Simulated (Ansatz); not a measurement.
# C₂H₅BO₂: basis-set convergence

The task here is to estimate one member of a computed series from the others.

Program: Ansatz 0.2.0, Gaussian basis. Level of theory: one geometry, several basis sets. These are calculated values, not measurements.

Levels to be run: PBE0-D4/def2-SVP; ωB97M-V/def2-SVP; PBE0-D4/def2-QZVPP; ωB97M-V/def2-QZVPP; the functionals' def2-TZVPP values are taken from earlier runs.

## The relaxed structure

The geometry comes from an earlier relaxation with PBE0-D4 in a triple-zeta def2 set; it is a stationary point, not always the lowest conformer.

SMILES `COBC=O`, 10 atoms, charge 0, spin multiplicity 1.

Atoms are counted from 1 here; the program's logs count them from 0.

Bond lengths: C1–O2 1.416 Å, C1–H6 1.091 Å, C1–H7 1.093 Å, C1–H8 1.091 Å, O2–B3 1.336 Å, B3–C4 1.599 Å, B3–H9 1.199 Å, C4–O5 1.209 Å, C4–H10 1.117 Å. Angles: O2–C1–H6 108.6°, O2–C1–H7 111.2°, O2–C1–H8 108.6°, H6–C1–H7 109.7°, H6–C1–H8 108.8°, H7–C1–H8 109.8°, C1–O2–B3 122.7°, O2–B3–C4 115.9°, O2–B3–H9 122.2°, C4–B3–H9 121.9°, B3–C4–O5 122.6°, B3–C4–H10 118.2°, O5–C4–H10 119.2°.

The first run:

The input, in.yaml:

```yaml
crystal:
  periodic: [false, false, false]
  atoms:
    - {symbol: C, position_ang: [-0.887580, 0.490610, 1.419360]}
    - {symbol: O, position_ang: [-0.518408, 0.354769, 0.059461]}
    - {symbol: B, position_ang: [0.547421, -0.349047, -0.332978]}
    - {symbol: C, position_ang: [0.812208, -0.393974, -1.909259]}
    - {symbol: O, position_ang: [1.741152, -0.995153, -2.396717]}
    - {symbol: H, position_ang: [-1.896249, 0.094945, 1.548009]}
    - {symbol: H, position_ang: [-0.194641, -0.045510, 2.072256]}
    - {symbol: H, position_ang: [-0.889922, 1.551194, 1.675608]}
    - {symbol: H, position_ang: [1.262900, -0.913255, 0.446581]}
    - {symbol: H, position_ang: [0.106319, 0.154218, -2.579420]}
basis:
  gaussian: {orbitals: def2-SVP}
hamiltonian: {xc: pbe0, dispersion: d4}
output: {orbitals: {seedname: orbitals}}
```

Run with:

```console
ansatz run in.yaml --threads 2 --pin off --events-out ev --progress --plain --max-ram 4352MiB
```

Steps of the session up to this table: PBE0-D4 in def2-SVP; ωB97M-V in def2-SVP; PBE0-D4 in def2-QZVPP; ωB97M-V in def2-QZVPP.

One of the session's tables, all rows but one given; the rest of the session is left out.

It belongs to the step «Density functionals: the series». 

| functional | basis | HOMO (eV) | LUMO (eV) |
| --- | --- | --- | --- |
| PBE0-D4 | def2-SVP | -6.73 | -1.93 |
| PBE0-D4 | def2-TZVPP | -6.95 | -2.12 |
| PBE0-D4 | def2-QZVPP | -6.99 | -2.16 |
| ωB97M-V | def2-SVP | ? | ? |
| ωB97M-V | def2-TZVPP | -9.34 | 0.09 |
| ωB97M-V | def2-QZVPP | -9.38 | 0.01 |

Q: Estimate the row for ωB97M-V, def2-SVP from the others.

The run gave: HOMO (eV): -9.10; LUMO (eV): 0.36. In the column «HOMO (eV)» it lies between ωB97M-V, def2-TZVPP (-9.34) and PBE0-D4, def2-QZVPP (-6.99).
